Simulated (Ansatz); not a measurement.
# ZnWO4: the cost of one run

All numbers below are computed with Ansatz 0.2.0 (DFT PBE, scalar-relativistic, plane waves, PAW).

### Step 1. The system as given

The cell holds 18 atoms (O12W3Zn3): a = 6.331 Å, b = 5.929 Å, c = 6.259 Å, α = 90.59°, β = 90.65°, γ = 87.54°.

It is the last frame of an earlier stage of the same melt, run at 1200 K.

The coordinates stand in the first input below.

### Step 2. Stage at 300 K

One k point, a Fermi-Dirac width of 0.050 eV and a fixed cell.

Contents of input.yaml:

```yaml
crystal:
  lattice:
    - [6.329577, 0.131151, -0.035221]
    - [0.131151, 5.927615, -0.03123]
    - [-0.035221, -0.03123, 6.25905]
  atoms:
    - { symbol: W, position: [0.7203436271, 0.6278047034, 0.8088961045] }
    - { symbol: W, position: [0.6340110725, 0.5032580694, 0.3384234343] }
    - { symbol: W, position: [0.3542771272, 0.9791959999, 0.2518183334] }
    - { symbol: O, position: [0.6207519935, 0.3546809561, 0.598099636] }
    - { symbol: O, position: [0.2378425434, 0.0992098813, 0.9944062027] }
    - { symbol: O, position: [0.9500407589, 0.4519122723, 0.8070606866] }
    - { symbol: O, position: [0.8995028464, 0.560707055, 0.4178588283] }
    - { symbol: O, position: [0.5328432418, 0.1833764499, 0.304716981] }
    - { symbol: O, position: [0.3042776486, 0.5885519167, 0.2534180733] }
    - { symbol: O, position: [0.5981267929, 0.7893190836, 0.0796520625] }
    - { symbol: O, position: [0.8711952674, 0.8720391425, 0.7817336531] }
    - { symbol: O, position: [0.1794422865, 0.0506464884, 0.4854137397] }
    - { symbol: O, position: [0.558707853, 0.79698337, 0.475799591] }
    - { symbol: O, position: [0.3222119433, 0.6331280571, 0.764153183] }
    - { symbol: O, position: [0.669617407, 0.3892899896, 0.0652354425] }
    - { symbol: Zn, position: [0.2654390891, 0.4718947438, 0.9866527725] }
    - { symbol: Zn, position: [0.1785403982, 0.9154963749, 0.7461115861] }
    - { symbol: Zn, position: [0.1654150692, 0.4441819405, 0.5061595996] }
  symmetry: { detect: false }
basis:
  ecutwfc: 420
  xc_grid: 1
kpoints:
  mp_grid: { grid: [1, 1, 1], shift: [0.0, 0.0, 0.0] }
hamiltonian:
  xc: pbe
scf:
  occupations: { method: fermi_dirac, width: 0.05 }
  lower_state_search: "off"
  convergence: { dr2_threshold: 1.0e-05 }
output:
  forces: true
  stress: true
md:
  timestep: 2.0
  n_steps: 250
  ensemble: nvt_langevin
  friction: 0.03
  temperature: 300.0
  initial_velocities: maxwell_boltzmann
  seed: 38214
```

Started as:

```bash
ansatz run input.yaml --threads 2 --pin off --max-ram 5120MiB --backend cpu --events-out ev --progress --plain --runs-dir out
```

Q: Estimate wall time and peak memory on 2 threads of Arm Neoverse V1, shared host.

About 3.3 min, with a peak of 0.41 GiB.
